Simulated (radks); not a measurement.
# Valence configurations of Dy³⁺

One table from this session's results is given with a row withheld; the runs are named, their logs left out.

Program: radks (a radial shooting solver on a logarithmic mesh, Libxc functionals) version 1. Level of theory: scalar-relativistic Kohn-Sham, r2SCAN, spin-polarised, spherical densities, finite nucleus; open shells are filled with parallel spins first. These are calculated values, not measurements, unless marked.

## The atom as given

| Quantity | Value |
| --- | --- |
| element | dysprosium (Z = 66) |
| charge | +3 |
| electrons | 63 |
| configuration | [Xe] 4f9 |
| nuclear rms radius | 5.2218 fm |
| others tried | 4f8 5d1; 4f8 6s1; 4f7 6s1 6p1; 4f8 6p1; 4f6 6s2 6p1; 4f8.5 6p0.5; 4f6.5 6s2 6p0.5; 4f6 5d1 6s1 6p1; 4f6.5 5d0.5 6s2 |

Outer shells as boxes (Hund's rule):

Dy³⁺
```
[Xe] core
4f [↑↓][↑↓][↑ ][↑ ][↑ ][↑ ][↑ ]
```

The first run:

Input:

```text
Z 66
configuration [Xe] 4f9
relativity scalar-relativistic
functional r2scan,r2scan
spin polarised
nucleus finite rms 5.2218 fm
c 137.035999084
```

Among the steps run: [Xe] 4f9.

One table of the session follows, with a row left open; its other results are not shown here.

It belongs to the step «[Xe] 4f9». Radial moments (bohr):

```
  level     <r>  outermost maximum (interpolated)  90 % within  nodes
  4d up  0.6077                             0.534        0.912      1
4d down  0.6088                             0.534        0.914      1
  5s up   1.269                              1.14         1.82      4
5s down   1.292                              1.16         1.86      4
  5p up   1.463                              1.29         2.13      3
5p down   1.491                              1.31         2.17      3
  4f up       ?                                 ?            ?      ?
4f down  0.8255                             0.537         1.43      0
```

Q: Estimate the row for 4f up from the others.

As computed: <r>: 0.7921; outermost maximum (interpolated): 0.534; 90 % within: 1.34; nodes: 0. In the column «<r>» it lies between 4d down (0.6088) and 4f down (0.8255).
